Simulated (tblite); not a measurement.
# C5H11Ga: the cost of one run

Computed with tblite 0.8.0 and PySCF 2.14.0, with density-fitted response routines of our own, on a single molecule, in the gas phase or a continuum. Atoms count from 0, in the outputs and in this text.

### 1 The starting structure

17 atoms, charge 0, multiplicity 1; geometry from: force field or distance geometry start.

Bonds of the start (Å): Ga0–C1 1.91, C1–C2 1.52, C2–C3 1.53, C3–C4 1.52, C4–C5 1.52, C5–C1 1.49, Ga0–H6 1.66, Ga0–H7 1.69, C1–H8 1.13, C2–H9 1.12, C2–H10 1.09, C3–H11 1.10, C3–H12 1.09, C4–H13 1.09, C4–H14 1.09, C5–H15 1.10, C5–H16 1.10.

### 2 Geometry optimisation with GFN2-xTB

The job: settings as JSON, then the geometry in Å.

```
{"job": {"kind": "relax", "xc": "GFN2-xTB", "basis": "xTB"}, "charge": 0, "multiplicity": 1}
Ga     2.375500     0.305700    -0.144300
C      0.686400    -0.151000     0.614500
C     -0.167800    -1.344100     0.223600
C     -1.297300    -0.621800    -0.514100
C     -1.533900     0.496200     0.490300
C     -0.131800     1.088800     0.469700
H      3.569800    -0.720100     0.376200
H      2.686700     1.837000     0.502900
H      0.990200    -0.238400     1.695800
H     -0.527400    -1.846000     1.157700
H      0.353900    -2.026700    -0.453100
H     -2.184300    -1.248700    -0.682400
H     -0.866800    -0.178100    -1.415600
H     -2.233500     1.254400     0.126100
H     -1.781100     0.077500     1.468500
H      0.030500     1.490400    -0.543100
H      0.023800     1.837000     1.266900
```

The run is started by

```console
OMP_NUM_THREADS=1 python probes_run.py task.json out
```

The driver reads the jobs from task.json and runs them one after another.

**Question.** How long does this first job take on 1 thread of Intel Xeon Platinum 8259CL at 2.50GHz, shared host, and how much memory does it need?

About 1.1 s, with a peak of 0.18 GiB.
